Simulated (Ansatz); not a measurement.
# Ge2H4: the cost of one run

Computed with Ansatz 0.2.0, Gaussian basis. Level: the settings change from run to run.

15 further runs of the same task are left out: 4 that didn't finish, 11 set aside as unsound or not needed.

**1. What is computed**

The geometry is a PBE0/def2-TZVP stationary point (not a proven minimum) with its atoms shifted at random (size 0.040 Å). No spin-orbit coupling is included. The filled d shell of Ge may be among the frozen orbitals whatever the setting's name suggests; the logs give the count.

6 atoms, charge 0, spin multiplicity 3.

Atoms are counted from 1 here; the program's logs count them from 0.

Bond lengths: Ge1–Ge2 2.466 Å, Ge1–H3 1.545 Å, Ge1–H4 1.583 Å, Ge2–H5 1.630 Å, Ge2–H6 1.575 Å. Angles: Ge2–Ge1–H3 110.0°, Ge2–Ge1–H4 110.0°, H3–Ge1–H4 110.5°, Ge1–Ge2–H5 112.7°, Ge1–Ge2–H6 112.7°, H5–Ge2–H6 103.6°.

**2. CCSD(T) on UHF/cc-pVDZ**

Contents of in.yaml:

```yaml
crystal:
  periodic: [false, false, false]
  atoms:
    - {symbol: Ge, position_ang: [0.020521, 0.007829, 1.234341]}
    - {symbol: Ge, position_ang: [0.019688, -0.008313, -1.232058]}
    - {symbol: H, position_ang: [-0.642106, 1.303279, 1.753382]}
    - {symbol: H, position_ang: [-0.744883, -1.264100, 1.783185]}
    - {symbol: H, position_ang: [-0.787267, 1.256644, -1.869165]}
    - {symbol: H, position_ang: [-0.723557, -1.260939, -1.831981]}
basis:
  gaussian: {orbitals: cc-pVDZ}
magnetization: {spin_polarized: true, initial_magnetization: 2}
correlation: {method: ccsd_t, electrons: outside_noble_gas}
scf: {lower_state_search: off}
output: {forces: true}
```

Started as:

```bash
$ ansatz run in.yaml --threads 1 --pin off --events-out ev --progress --plain --max-ram 2393MiB
```

Q: Estimate wall time and peak memory on 1 thread of Arm Neoverse V2, shared host.

About 9 s, with a peak of 0.26 GiB.
